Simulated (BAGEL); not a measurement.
# CHBrCl (SMILES Cl[CH]Br): UHF/6-31G(d) (density fitting with qzvpp-jkfit, spherical functions)

Aim: the vertical ionisation energy of CHBrCl at UHF/6-31G* (density fitting with qzvpp-jkfit, spherical functions), from 2 runs. 

Program for the calculation: BAGEL 1.2.2.

5 further runs of the same task are left out: 2 that didn't finish, 3 set aside as unsound or not needed.

### Step 1. The system as given

The species is CHBrCl (4 atoms), meant as a doublet with charge 0. SMILES: `Cl[CH]Br`. Geometry: relaxed at PBE0-D4/def2-TZVP.

Bond lengths: Cl1–C2 1.686 Å, C2–Br3 1.851 Å, C2–H4 1.080 Å. Angles: Cl1–C2–Br3 120.1°, Cl1–C2–H4 117.6°, Br3–C2–H4 117.1°.

### Step 2. A single-point energy at UHF/6-31G(d) (density fitting with qzvpp-jkfit, spherical functions)

job.json

```json
{ "bagel": [

{
  "title": "molecule",
  "basis": "6-31gs.json",
  "df_basis": "qzvpp-jkfit",
  "angstrom": "true",
  "geometry": [
    { "atom": "Cl", "xyz": [      -1.472700,       0.199000,      -0.654200 ] },
    { "atom": "C", "xyz": [       0.039000,       0.183700,       0.093200 ] },
    { "atom": "Br", "xyz": [       0.753200,      -1.408900,       0.710400 ] },
    { "atom": "H", "xyz": [       0.735900,       0.965900,      -0.169800 ] }
  ]
},

{ "title": "uhf", "nopen": 1 },

{ "title": "print", "file": "orbitals.molden", "orbitals": "true" }

]}
```

The basis set 6-31G* is read from a file made from the Basis Set Exchange's data (not shown).

Launch:

```bash
$ BAGEL_NUM_THREADS=1 BAGEL job.json > job.out
```

Log:

```text
* using 1 threads per process

  ===============================================================
  ===============================================================

  *** Geometry ***

  { "atom" : "Cl", "xyz" : [     -2.783000,      0.376055,     -1.236259 ] },
  { "atom" : "C", "xyz" : [      0.073699,      0.347143,      0.176122 ] },
  { "atom" : "Br", "xyz" : [      1.423342,     -2.662435,      1.342461 ] },
  { "atom" : "H", "xyz" : [      1.390649,      1.825286,     -0.320875 ] },

  Number of auxiliary basis functions:      487

  Since a DF basis is specified, we compute 2- and 3-index integrals:
    o Being stored without compression. Storage requirement is 0.017 GB

  Number of basis functions:       66
  Number of electrons      :       59

    * METHOD: MOLECULE                             0.25

  *** Open-shell HF ***

  === Nuclear Repulsion ===
   208.7365170386

      * DIIS with orbital gradients will be used.

  === UHF iteration (6-31gs.json) ===
      0      -3069.92444692          0.01643387           0.13
      1      -3069.96190186          0.00800140           0.13
      2      -3069.96989884          0.00480559           0.13
      3      -3069.97273763          0.00115979           0.13
      4      -3069.97380820          0.00031025           0.13
      5      -3069.97399324          0.00012933           0.13
      6      -3069.97405131          0.00005794           0.13
      7      -3069.97406773          0.00003454           0.13
      8      -3069.97407564          0.00001378           0.13
      9      -3069.97407675          0.00000562           0.12
     10      -3069.97407685          0.00000186           0.13
     11      -3069.97407687          0.00000086           0.13
     12      -3069.97407687          0.00000041           0.12
     13      -3069.97407687          0.00000022           0.13
     14      -3069.97407687          0.00000012           0.13
     15      -3069.97407687          0.00000008           0.13
     16      -3069.97407687          0.00000005           0.12
     17      -3069.97407687          0.00000002           0.13
     18      -3069.97407687          0.00000001           0.13
    * SCF iteration converged.

    * S^2 (UHF) is 0.7681

    * Permanent dipole moment:
           (   -0.305999,    -0.337306,     0.082320) a.u.

    * METHOD: UHF                                  2.66

    * METHOD: PRINT                                0.01

  ===============================================================
```

Wall time 3.3 s (1 thread of Arm Neoverse V1, shared host); peak memory 0.1 GiB.

### Step 3. The singlet cation at the same level

input.json

```json
{ "bagel" : [

{
  "title" : "molecule",
  "basis" : "6-31gs.json",
  "df_basis" : "qzvpp-jkfit",
  "angstrom" : "true",
  "geometry" : [
    { "atom" : "Cl", "xyz" : [      -1.472700,       0.199000,      -0.654200 ] },
    { "atom" : "C", "xyz" : [       0.039000,       0.183700,       0.093200 ] },
    { "atom" : "Br", "xyz" : [       0.753200,      -1.408900,       0.710400 ] },
    { "atom" : "H", "xyz" : [       0.735900,       0.965900,      -0.169800 ] }
  ]
},

{ "title" : "hf", "charge" : 1 },

{ "title" : "print", "file" : "orbitals.molden", "orbitals" : "true" }

]}
```

The basis set 6-31G* is read from a file made from the Basis Set Exchange's data (not shown).

Launch:

```bash
$ BAGEL_NUM_THREADS=1 BAGEL input.json > input.out
```

Log:

```text
* using 1 threads per process

  ===============================================================
  ===============================================================

  *** Geometry ***

  { "atom" : "Cl", "xyz" : [     -2.783000,      0.376055,     -1.236259 ] },
  { "atom" : "C", "xyz" : [      0.073699,      0.347143,      0.176122 ] },
  { "atom" : "Br", "xyz" : [      1.423342,     -2.662435,      1.342461 ] },
  { "atom" : "H", "xyz" : [      1.390649,      1.825286,     -0.320875 ] },

  Number of auxiliary basis functions:      487

  Since a DF basis is specified, we compute 2- and 3-index integrals:
    o Being stored without compression. Storage requirement is 0.017 GB

  Number of basis functions:       66
  Number of electrons      :       59

    * METHOD: MOLECULE                             0.25

  *** RHF ***

  === Nuclear Repulsion ===
   208.7365170386

      * DIIS with orbital gradients will be used.

  === RHF iteration (6-31gs.json) ===
      0      -3069.54048699          0.01669311           0.07
      1      -3069.59291910          0.01326425           0.06
      2      -3069.65592372          0.00163659           0.06
      3      -3069.65804419          0.00052574           0.06
      4      -3069.65825675          0.00023016           0.07
      5      -3069.65834771          0.00008635           0.06
      6      -3069.65836166          0.00002668           0.06
      7      -3069.65836291          0.00000820           0.06
      8      -3069.65836302          0.00000349           0.06
      9      -3069.65836304          0.00000160           0.07
     10      -3069.65836305          0.00000083           0.06
     11      -3069.65836305          0.00000033           0.06
     12      -3069.65836305          0.00000016           0.06
     13      -3069.65836305          0.00000007           0.06
     14      -3069.65836305          0.00000003           0.06
     15      -3069.65836305          0.00000001           0.07
     16      -3069.65836305          0.00000001           0.06
    * SCF iteration converged.

    * Permanent dipole moment:
           (   -0.020992,    -1.061470,     0.328102) a.u.

    * METHOD: HF                                   1.29

    * METHOD: PRINT                                0.01

  ===============================================================
```

It took 1.7 s on 1 thread of Arm Neoverse V1, shared host; peak memory 0.1 GiB.

### Step 4. What came out

At UHF/6-31G* (density fitting with qzvpp-jkfit, spherical functions):

| quantity | value |
| --- | --- |
| doublet CHBrCl: total energy | -3069.97408 Eh |
| doublet CHBrCl: dipole moment | 1.18 D |
| doublet CHBrCl: ⟨S²⟩ | 0.768 |
| singlet cation: total energy | -3069.65836 Eh |
| singlet cation: HOMO energy | -18.34 eV |
| singlet cation: LUMO energy | -6.95 eV |
| singlet cation: HOMO–LUMO gap | 11.40 eV |
| vertical ionisation energy (to the singlet cation) | 8.591 eV |

What this shows: The vertical ionisation energy comes to 8.59 eV (829 kJ/mol). Only the singlet of the ionised species was computed; a triplet could lie lower.
